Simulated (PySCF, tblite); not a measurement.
**C6H17AsSi2: geometry, infrared bands and NMR shifts**

Aim: predict the infrared bands and NMR shifts of C6H17AsSi2 (`CC[C@H]1C[C@H]([SiH2][AsH][SiH3])C1`).

The runs use tblite 0.8.0 and PySCF 2.14.0, with density-fitted response routines of our own; the level of theory stands in each step. All values are computed, except where a source is named. Atoms count from 0, in the outputs and in this text.

## Step 1: Starting geometry

26 atoms, charge 0, multiplicity 1; geometry from: force field or distance geometry start.

Bonds of the start (Å): C0–C1 1.52, C1–C2 1.56, C2–C3 1.53, C3–C4 1.53, C4–Si5 1.88, Si5–As6 2.33, As6–Si7 2.32, C4–C8 1.52, C8–C2 1.53, C0–H9 1.12, C0–H10 1.11, C0–H11 1.10, C1–H12 1.10, C1–H13 1.10, C2–H14 1.11, C3–H15 1.12, C3–H16 1.10, C4–H17 1.11, Si5–H18 1.46, Si5–H19 1.47, As6–H20 1.56, Si7–H21 1.47, Si7–H22 1.47, Si7–H23 1.45, C8–H24 1.11, C8–H25 1.11.

## Step 2: Relaxing the molecule with GFN2-xTB

Job settings and geometry (Å):

```
{"job": {"kind": "relax", "xc": "GFN2-xTB", "basis": "xTB"}, "charge": 0, "multiplicity": 1}
C     -3.464300     1.415000     0.879500
C     -2.770300     0.665800    -0.250200
C     -1.686900    -0.297400     0.321000
C     -0.910100    -1.016600    -0.779600
C      0.369500    -0.334300    -0.300600
Si     1.668500    -1.516600     0.359900
As     3.339900    -0.301100     1.427800
Si     4.128500     0.568800    -0.569000
C     -0.407500     0.395900     0.780300
H     -4.256400     2.078500     0.451600
H     -3.963800     0.702900     1.576800
H     -2.753600     2.041500     1.445500
H     -2.316100     1.392000    -0.937000
H     -3.516800     0.066800    -0.801500
H     -2.100600    -0.989900     1.082500
H     -0.917700    -2.125100    -0.608200
H     -1.189700    -0.725300    -1.802900
H      0.773000     0.357200    -1.076000
H      2.251800    -2.281500    -0.743000
H      1.057300    -2.437300     1.330000
H      4.334800    -1.499500     1.385600
H      4.255000    -0.514100    -1.559900
H      3.179900     1.578400    -1.059500
H      5.427400     1.184300    -0.355300
H     -0.134300     0.115600     1.820600
H     -0.418800     1.498800     0.627000
```

Started as:

```
$ OMP_NUM_THREADS=1 python probes_run.py task.json out
```

The driver reads the jobs from task.json and runs them one after another.

The program printed:

```text
step      E/eV     max force
  0    -743.74710    1.215
  1    -743.86782    0.529
  2    -743.92139    0.405
  3    -743.95116    0.268
  4    -743.96414    0.250
  5    -743.97500    0.215
  6    -743.98255    0.185
  7    -743.98664    0.096
  8    -743.98899    0.102
  9    -743.99114    0.105
 10    -743.99353    0.121
 11    -743.99613    0.104
 12    -743.99871    0.106
 13    -744.00119    0.104
 14    -744.00358    0.109
 15    -744.00580    0.088
 16    -744.00768    0.078
 17    -744.00917    0.080
 18    -744.01030    0.075
 19    -744.01120    0.066
 20    -744.01201    0.068
 21    -744.01284    0.066
 22    -744.01372    0.080
 23    -744.01455    0.069
 24    -744.01520    0.063
 25    -744.01571    0.049
 26    -744.01619    0.044
 27    -744.01675    0.065
 28    -744.01745    0.075
 29    -744.01826    0.086
 30    -744.01902    0.066
 31    -744.01957    0.040
 32    -744.01992    0.040
 33    -744.02018    0.040
 34    -744.02045    0.035
 35    -744.02075    0.039
 36    -744.02103    0.036
 37    -744.02127    0.039
 38    -744.02148    0.040
 39    -744.02169    0.033
 40    -744.02191    0.033
 41    -744.02215    0.033
 42    -744.02241    0.049
 43    -744.02270    0.050
 44    -744.02300    0.044
 45    -744.02326    0.037
 46    -744.02347    0.027
 47    -744.02363    0.030
 48    -744.02378    0.026
 49    -744.02393    0.031
 50    -744.02407    0.028
 51    -744.02424    0.035
 52    -744.02445    0.038
 53    -744.02471    0.036
 54    -744.02498    0.042
 55    -744.02523    0.030
 56    -744.02548    0.034
 57    -744.02576    0.043
 58    -744.02611    0.053
 59    -744.02652    0.061
 60    -744.02696    0.049
 61    -744.02737    0.040
 62    -744.02774    0.036
 63    -744.02809    0.050
 64    -744.02840    0.046
 65    -744.02864    0.031
 66    -744.02885    0.032
 67    -744.02907    0.043
 68    -744.02940    0.056
 69    -744.02996    0.062
 70    -744.03077    0.073
 71    -744.03174    0.067
 72    -744.03268    0.061
 73    -744.03349    0.069
 74    -744.03432    0.077
 75    -744.03539    0.076
 76    -744.03673    0.101
 77    -744.03668    0.165
 78    -744.03926    0.093
 79    -744.04021    0.073
 80    -744.04153    0.048
 81    -744.04194    0.054
 82    -744.04290    0.070
 83    -744.04344    0.053
 84    -744.04409    0.053
 85    -744.04462    0.057
 86    -744.04510    0.051
 87    -744.04545    0.061
 88    -744.04577    0.038
 89    -744.04614    0.044
 90    -744.04658    0.037
 91    -744.04682    0.034
 92    -744.04707    0.031
 93    -744.04729    0.034
 94    -744.04763    0.036
 95    -744.04806    0.046
 96    -744.04851    0.048
 97    -744.04890    0.049
 98    -744.04928    0.045
 99    -744.04971    0.041
100    -744.05022    0.054
101    -744.05073    0.051
102    -744.05119    0.054
103    -744.05164    0.056
104    -744.05222    0.060
105    -744.05292    0.060
106    -744.05340    0.050
107    -744.05376    0.050
108    -744.05403    0.033
109    -744.05443    0.035
110    -744.05473    0.040
111    -744.05502    0.039
112    -744.05523    0.033
113    -744.05539    0.023
114    -744.05551    0.021
115    -744.05564    0.027
116    -744.05577    0.027
117    -744.05592    0.026
118    -744.05603    0.024
119    -744.05612    0.018
120    -744.05619    0.015
121    -744.05629    0.024
122    -744.05640    0.023
123    -744.05649    0.018
124    -744.05655    0.018
125    -744.05661    0.013
126    -744.05667    0.017
127    -744.05673    0.014
128    -744.05677    0.009
```

The steps of the relaxation: (not every step is listed)

```
step  energy from step 0 (eV)  largest force (eV/Å)
   0                   0.0000                1.2151
   1                  -0.1207                0.5287
   2                  -0.1743                0.4051
   3                  -0.2041                0.2679
   4                  -0.2170                0.2500
   5                  -0.2279                0.2146
   6                  -0.2354                0.1849
   7                  -0.2395                0.0959
   8                  -0.2419                0.1020
  19                  -0.2641                0.0661
  30                  -0.2719                0.0663
  41                  -0.2750                0.0329
  52                  -0.2773                0.0377
  63                  -0.2810                0.0496
  74                  -0.2872                0.0772
  85                  -0.2975                0.0569
  96                  -0.3014                0.0476
 107                  -0.3067                0.0505
 118                  -0.3089                0.0244
 123                  -0.3094                0.0181
 124                  -0.3094                0.0180
 125                  -0.3095                0.0128
 126                  -0.3096                0.0166
 127                  -0.3096                0.0142
 128                  -0.3097                0.0091
```

Close pairs (by a distance rule), those that changed most:

| bond | before (Å) | after (Å) | change (Å) |
| --- | --- | --- | --- |
| As6–H20 | 1.558 | 1.502 | -0.056 |
| C1–C2 | 1.558 | 1.521 | -0.037 |
| C3–H15 | 1.122 | 1.089 | -0.033 |
| C0–H9 | 1.118 | 1.088 | -0.031 |
| C0–H10 | 1.115 | 1.088 | -0.027 |
| C4–Si5 | 1.877 | 1.901 | +0.025 |
| C8–H25 | 1.114 | 1.090 | -0.024 |
| C4–H17 | 1.115 | 1.093 | -0.022 |

The final coordinates are the input of the step that follows.

## Step 3: Harmonic vibrations with GFN2-xTB

Job settings and geometry (Å):

```
{"job": {"kind": "ir", "xc": "GFN2-xTB", "basis": "xTB"}, "charge": 0, "multiplicity": 1}
C     -3.298559     1.374484     1.151205
C     -2.889924     0.517531    -0.041274
C     -1.583791    -0.220173     0.211568
C     -1.021058    -1.057553    -0.947752
C      0.369364    -0.464003    -0.672117
Si     1.544156    -1.615079     0.281296
As     2.988759    -0.287581     1.526770
Si     4.176559     0.639963    -0.233950
C     -0.288428     0.607532     0.211378
H     -4.237952     1.885376     0.952973
H     -3.424943     0.756793     2.037885
H     -2.537332     2.122571     1.360484
H     -2.782916     1.150243    -0.926267
H     -3.673457    -0.215183    -0.251557
H     -1.669796    -0.815748     1.123400
H     -1.117453    -2.137662    -0.852891
H     -1.432007    -0.753599    -1.910443
H      0.867710    -0.063877    -1.558229
H      2.154498    -2.531461    -0.702266
H      0.742438    -2.469559     1.178622
H      3.966619    -1.414150     1.705914
H      4.441938    -0.262951    -1.363366
H      3.444298     1.797632    -0.766511
H      5.479347     1.127888     0.239354
H      0.171890     0.787569     1.188960
H     -0.411007     1.563611    -0.297620
```

The program printed:

```text
mode    cm-1     km/mol
  1      11.9      0.02
  2      28.7      0.02
  3      51.4      0.10
  4      74.8      0.21
  5      87.7      0.22
  6      98.4      0.08
  7     109.4      0.34
  8     159.0      1.05
  9     208.9      0.14
 10     250.5      0.68
 11     277.4      0.93
 12     363.8      2.88
 13     380.2      5.79
 14     398.7     29.61
 15     424.2     29.15
 16     425.4     10.34
 17     449.1     27.70
 18     474.0     23.88
 19     556.4      9.40
 20     608.0     37.56
 21     664.0     47.64
 22     665.6     68.48
 23     683.9    122.42
 24     705.1    312.85
 25     788.4    682.90
 26     800.4     96.31
 27     810.0    188.85
 28     816.8     16.43
 29     819.3    184.65
 30     864.0      2.66
 31     900.4      8.61
 32     984.9      3.83
 33     998.8      2.38
 34    1006.1      0.55
 35    1030.7      7.22
 36    1060.3      8.57
 37    1069.3      3.38
 38    1082.5      2.66
 39    1126.3      3.88
 40    1161.4      5.60
 41    1199.5      0.12
 42    1211.6      2.28
 43    1236.6      0.68
 44    1248.7      1.12
 45    1249.6      0.48
 46    1257.8      2.88
 47    1269.7      0.56
 48    1314.5      5.48
 49    1362.3      0.87
 50    1414.4      1.93
 51    1476.6      0.40
 52    1493.4      0.30
 53    1496.8      0.00
 54    1504.3      2.93
 55    1507.1      2.10
 56    1890.7    619.72
 57    2131.1    355.62
 58    2148.1    220.95
 59    2187.3    407.91
 60    2193.8    380.65
 61    2196.1    239.92
 62    2903.4     69.14
 63    2932.7     64.85
 64    2951.5     14.25
 65    2960.3     44.87
 66    2972.3     24.99
 67    2982.8     21.96
 68    2988.6    100.72
 69    3000.0     50.23
 70    3030.4     53.10
 71    3033.7     59.44
 72    3039.4     27.05
```

The strongest bands and the atoms that carry them (share of the mass-weighted mode):

```csv
cm⁻¹,km/mol,atoms
705,312.9,"Si5 20 %, H19 18 %"
788,682.9,"H22 29 %, H23 25 %, H21 25 %"
1891,619.7,H20 99 %
2131,355.6,"H18 66 %, H19 28 %"
2148,220.9,"H19 68 %, H18 29 %"
2187,407.9,H21 89 %
2194,380.6,H22 91 %
2196,239.9,H23 87 %
```

## Step 4: Geometry optimisation at PBE0-D3(BJ)/def2-SVP

Settings changed since step 3:

```diff
@@ -1,2 +1,2 @@
-{"job": {"kind": "ir", "xc": "GFN2-xTB", "basis": "xTB"}, "charge": 0, "multiplicity": 1}
+{"job": {"xc": "PBE0", "basis": "def2-SVP", "d3": "d3bj", "grid": 1, "kind": "geom"}, "charge": 0, "multiplicity": 1}
 C     -3.298559     1.374484     1.151205
```

The program printed:

```text
step   0  E = -3052.31519788  max force = 0.017062
step   1  E = -3052.32092417  max force = 0.003361
step   2  E = -3052.32125281  max force = 0.001169
step   3  E = -3052.32136063  max force = 0.000681
step   4  E = -3052.32142623  max force = 0.000916
step   5  E = -3052.32149362  max force = 0.000631
step   6  E = -3052.32153936  max force = 0.000510
step   7  E = -3052.32154893  max force = 0.000563
step   8  E = -3052.32154507  max force = 0.000316
step   9  E = -3052.32154284  max force = 0.000095
step  10  E = -3052.32154295  max force = 0.000148
step  11  E = -3052.32154405  max force = 0.000122
optimisation converged
```

Run time: 14 min. Hardware: 1 thread, shared host.

Step by step:

```csv
step,energy from step 0 (eV),largest force component (eV/Å)
0,0.0000,0.8774
1,-0.1558,0.1728
2,-0.1648,0.0601
3,-0.1677,0.0350
4,-0.1695,0.0471
5,-0.1713,0.0324
6,-0.1726,0.0262
7,-0.1728,0.0290
8,-0.1727,0.0162
9,-0.1727,0.0049
10,-0.1727,0.0076
11,-0.1727,0.0063
```

Close pairs (by a distance rule), those that changed most:

| bond | before (Å) | after (Å) | change (Å) |
| --- | --- | --- | --- |
| Si5–As6 | 2.324 | 2.376 | +0.052 |
| As6–Si7 | 2.318 | 2.365 | +0.047 |
| Si7–H21 | 1.470 | 1.497 | +0.027 |
| Si7–H22 | 1.470 | 1.495 | +0.025 |
| Si7–H23 | 1.469 | 1.494 | +0.025 |
| As6–H20 | 1.502 | 1.526 | +0.023 |
| Si5–H19 | 1.476 | 1.498 | +0.022 |
| Si5–H18 | 1.476 | 1.497 | +0.020 |

The final coordinates are the input of the step that follows.

| at the end point | value |
| --- | --- |
| point group (found at 0.08 Å tolerance) | C1 |
| rotational constants (GHz, main isotopes) | 1.523, 0.343, 0.336 |
| dipole moment (D) | 1.23 |

## Step 5: Nuclear shieldings: PBE0/pcSseg-1

Job settings and geometry (Å):

```
{"job": {"kind": "nmr", "xc": "PBE0", "basis": "pcSseg-1"}, "charge": 0, "multiplicity": 1}
C     -3.412930     1.152865     0.914854
C     -3.005428     0.321083    -0.291310
C     -1.695933    -0.413810    -0.090354
C     -1.075529    -1.178787    -1.276234
C      0.321050    -0.661475    -0.843152
Si     1.347722    -1.900840     0.138083
As     2.955670    -0.695091     1.405261
Si     3.941638     0.261160    -0.519932
C     -0.393012     0.406840     0.023864
H     -4.358704     1.687592     0.740003
H     -3.546875     0.521416     1.807859
H     -2.646370     1.906236     1.157712
H     -2.915209     0.970077    -1.181161
H     -3.796915    -0.411371    -0.529167
H     -1.783341    -1.086699     0.780589
H     -1.241335    -2.267287    -1.323479
H     -1.383747    -0.745117    -2.241439
H      0.950205    -0.264916    -1.657489
H      1.990783    -2.898324    -0.774056
H      0.475195    -2.643264     1.103521
H      3.946087    -1.855570     1.426096
H      4.011841    -0.674598    -1.686184
H      3.120420     1.446314    -0.914364
H      5.323190     0.722319    -0.186361
H     -0.000513     0.609689     1.033887
H     -0.473777     1.369163    -0.508053
```

Method: GIAO PBE0/pcSseg-1 NMR shielding, non-relativistic, gas phase.

The program printed:

```text
coarse grid: 93264 points
cycle   1  E = -3052.5712876705  dE = -2.946e-01  |g| = 7.667e-01  |ddm| = 4.565e+00
cycle   2  E = -3052.5602468737  dE =  1.104e-02  |g| = 6.365e-01  |ddm| = 8.880e-01
cycle   3  E = -3052.6251375342  dE = -6.489e-02  |g| = 1.421e-01  |ddm| = 6.447e-01
cycle   4  E = -3052.6300632977  dE = -4.926e-03  |g| = 3.664e-02  |ddm| = 1.798e-01
cycle   5  E = -3052.6303347194  dE = -2.714e-04  |g| = 8.478e-03  |ddm| = 4.004e-02
cycle   6  E = -3052.6303526840  dE = -1.796e-05  |g| = 1.767e-03  |ddm| = 9.602e-03
cycle   7  E = -3052.6303533220  dE = -6.380e-07  |g| = 5.418e-04  |ddm| = 2.191e-03
final grid: 195504 points
cycle   8  E = -3052.6303070611  dE = -1.411e-07  |g| = 6.702e-04  |ddm| = 3.825e-03
cycle   9  E = -3052.6303069875  dE =  7.358e-08  |g| = 8.789e-04  |ddm| = 1.485e-03
cycle  10  E = -3052.6303071692  dE = -1.817e-07  |g| = 4.351e-05  |ddm| = 8.439e-04
cycle  11  E = -3052.6303071698  dE = -5.671e-10  |g| = 1.308e-05  |ddm| = 7.845e-05
converged SCF energy = -3052.6303071698

GIAO shielding tensors (ppm)
atom      isotropic    diamagn.    paramagn.     s11        s22        s33       span
  0 C      171.629     245.160     -73.531    158.756    170.353    185.778     27.022
  1 C      151.277     245.567     -94.291    135.920    147.674    170.237     34.318
  2 C      148.173     254.495    -106.322    129.949    151.707    162.862     32.912
  3 C      151.588     251.980    -100.392    139.717    142.818    172.231     32.514
  4 C      172.185     254.262     -82.077    159.045    172.535    184.976     25.931
  5 Si     379.763     880.982    -501.219    343.568    369.759    425.962     82.394
  6 As    2054.886    2880.220    -825.334   1897.183   1983.567   2283.907    386.724
  7 Si     424.352     879.024    -454.672    387.928    421.911    463.219     75.290
  8 C      154.075     248.508     -94.433    139.495    147.626    175.105     35.609
  9 H       30.252      25.525       4.727     25.483     27.065     38.208     12.724
 10 H       30.629      28.483       2.145     26.231     28.821     36.834     10.604
 11 H       30.389      30.009       0.379     25.554     30.680     34.932      9.378
 12 H       30.253      31.026      -0.773     25.761     30.543     34.454      8.693
 13 H       29.804      28.898       0.906     24.910     28.707     35.794     10.884
 14 H       29.144      34.711      -5.567     24.680     30.995     31.757      7.076
 15 H       29.450      32.100      -2.650     25.023     27.922     35.406     10.384
 16 H       29.341      32.722      -3.381     25.991     28.066     33.966      7.976
 17 H       29.785      34.138      -4.354     24.014     29.959     35.381     11.367
 18 H       26.713      29.993      -3.280     22.333     25.325     32.480     10.147
 19 H       26.641      30.022      -3.381     22.625     25.733     31.563      8.938
 20 H       30.149      29.260       0.889     22.541     23.927     43.978     21.437
 21 H       27.167      28.520      -1.352     23.306     25.355     32.841      9.535
 22 H       27.404      29.554      -2.150     23.164     26.516     32.532      9.368
 23 H       27.069      27.742      -0.674     22.820     24.255     34.132     11.312
 24 H       29.392      33.789      -4.397     23.574     30.755     33.848     10.275
 25 H       29.578      33.757      -4.179     25.863     29.549     33.323      7.460
```

It took 2.5 min on 1 thread, shared host.

Shifts follow as δ = σ(reference) − σ, with reference shieldings (ppm) from runs at the same level and on the same kind of geometry: ¹H TMS 31.27, ¹³C TMS 184.4, ²⁹Si TMS 352.0, ⁷⁵As AsH3 1910. The references are single molecules in the gas phase. Shifts against hydride references such as AlH4− lie on their own scale. Atoms listed in one row are averaged.

```csv
atoms,environment,σ (ppm),δ (ppm)
C2,sp3 CH in a ring,148.2,36.2
C1,sp3 CH2,151.3,33.1
"C3, C8",sp3 CH2 in a ring,152.8,31.6
C0,methyl carbon,171.6,12.8
C4,sp3 CH bonded to Si,172.2,12.2
"H18, H19","hydrogen on a silicon bonded to C, As",26.68,4.59
"H21, H22, H23",hydrogen on a silicon bonded to As,27.21,4.05
H14,hydrogen on an sp3 CH in a ring,29.14,2.12
"H15, H24",hydrogen on an sp3 CH2 in a ring,29.42,1.85
"H16, H25",hydrogen on an sp3 CH2 in a ring,29.46,1.81
H17,hydrogen on an sp3 CH bonded to Si,29.78,1.48
"H12, H13",hydrogen on an sp3 CH2,30.03,1.24
H20,hydrogen on an arsenic bonded to 2 Si,30.15,1.12
"H9, H10, H11",hydrogen on a methyl carbon,30.42,0.84
Si5,"silicon bonded to C, As, 2 H",379.8,-27.8
Si7,"silicon bonded to As, 3 H",424.4,-72.4
As6,"arsenic bonded to 2 Si, H",2055,-144
```

The run also stored atomic charges by several schemes (e):

```csv
atoms,Mulliken,IAO,Hirshfeld,ESP fit
C0,-0.28,-0.41,-0.11,-0.33
C1,-0.18,-0.25,-0.07,0.05
C2,-0.35,-0.10,-0.02,0.25
"C3, C8",-0.10,-0.26,-0.07,-0.42
C4,-0.57,-0.38,-0.11,0.20
Si5,0.57,0.54,0.26,0.29
As6,-0.54,-0.16,-0.01,-0.29
Si7,0.38,0.36,0.23,0.28
```

Mayer bond orders: C0–C1 1.06, C1–C2 1.02, C2–C3 0.99, C3–C4 1.01, C4–Si5 0.87, Si5–As6 0.90, As6–Si7 0.92, C4–C8 1.01, C8–C2 0.98.

Ring of atoms C2, C3, C4, C8: NICS(0) -2.1, NICS(1) -1.2, NICS(1)zz 3.6 ppm (means of both faces).

(Part 1 of 2 ends here.)
